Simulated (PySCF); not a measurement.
# [HfF3(H2O)]+: other functionals and bases at one geometry

An exercise on one series of results from a longer session: the logs are not shown, and one member is left open.

The runs use PySCF 2.14.0; several levels, as the steps say, no spin–orbit coupling.

1 further run of the same task is left out (for a known fault of the program).

## Where the work starts

7 atoms, charge 1, spin multiplicity 1.

Bond lengths: Hf1–F2 1.873 Å, Hf1–F3 1.871 Å, Hf1–F4 1.873 Å, Hf1–O5 2.185 Å, O5–H6 0.976 Å, O5–H7 0.976 Å. Angles: F2–Hf1–F3 111.9°, F2–Hf1–F4 114.1°, F2–Hf1–O5 105.1°, F3–Hf1–F4 111.9°, F3–Hf1–O5 108.1°, F4–Hf1–O5 105.1°, Hf1–O5–H6 126.6°, Hf1–O5–H7 126.6°, H6–O5–H7 106.7°.

Geometry (Å):

```xyz
7
charge 1, multiplicity 1
Hf    0.02917   -0.04062    0.04062
F     1.04141    1.14909    1.07332
F    -1.10121   -1.09529    1.09529
F     1.04141   -1.07332   -1.14909
O    -1.21741    1.22846   -1.22846
H    -1.54814    2.12088   -1.01362
H    -1.54814    1.01362   -2.12088
```

Formal oxidation states: Hf +4. An earlier session relaxed this geometry at PBE0, Hf def2-SVP with ECP60, F def2-SVP, O def2-SVP, H def2-SVP (singlet, point group Cs).

At PBE0 on the finer grid: E = -423.312970 Eh, HOMO -16.94 eV, LUMO -6.73 eV, Mulliken charge on Hf1 +1.57 e, largest force component 0.022 eV/Å. 

Levels to run: M06-L; CAM-B3LYP; PBE0, TZVP. Hardware: 2 threads of Intel Xeon Platinum 8488C (Sapphire Rapids), shared host.

The first run:

run.py (the lines that set the calculation) reads:

```python
mol = gto.M(atom='''
Hf     0.02917    -0.04062     0.04062
F      1.04141     1.14909     1.07332
F     -1.10121    -1.09529     1.09529
F      1.04141    -1.07332    -1.14909
O     -1.21741     1.22846    -1.22846
H     -1.54814     2.12088    -1.01362
H     -1.54814     1.01362    -2.12088''',
    basis={'Hf': 'def2-SVP', 'F': 'def2-SVP', 'O': 'def2-SVP', 'H': 'def2-SVP'},
    ecp={'Hf': 'def2-SVP'},
    charge=1, spin=0)
mf = dft.RKS(mol, xc='M06L')
mf.grids.atom_grid = (75, 302)
mf = mf.density_fit()  # fitting sets: Hf def2-universal-JKFIT, F def2-universal-JKFIT, O def2-universal-JKFIT, H def2-universal-JKFIT
mf.conv_tol = 1e-08; mf.max_cycle = 55
mf.kernel(dm0)  # dm0: the density of the relaxed state
```

Launch:

```console
OMP_NUM_THREADS=2 python run.py
```

Among the steps run: M06-L; CAM-B3LYP; PBE0, TZVP.

One of the session's tables, all rows but one given; the rest of the session is left out.

```
              level  HOMO (eV)  gap (eV)  charge on Hf1 (e)  dipole (D)  largest force component (eV/Å)
PBE0 (relaxed here)     -16.94     10.21               1.57        8.07                            0.02
              M06-L          ?         ?                  ?           ?                               ?
          CAM-B3LYP     -18.41     12.60               1.53        8.14                            0.13
         PBE0, TZVP     -16.99     10.27               1.78        8.01                            0.22
```

Q: Estimate the row for M06-L from the others.

**Answer.** HOMO (eV): -15.35; gap (eV): 7.99; charge on Hf1 (e): 1.69; dipole (D): 7.94; largest force component (eV/Å): 0.18. In the column «HOMO (eV)» it is the highest.

The dipole of a charged species depends on the origin, so these sizes hold for this origin alone.

In one basis the HOMO–LUMO gap runs from 7.99 eV (M06-L) to 12.60 eV (CAM-B3LYP). The largest leftover force, 0.22 eV/Å with PBE0, TZVP, stands at a geometry relaxed at another level. Total energies of different levels can't be compared.
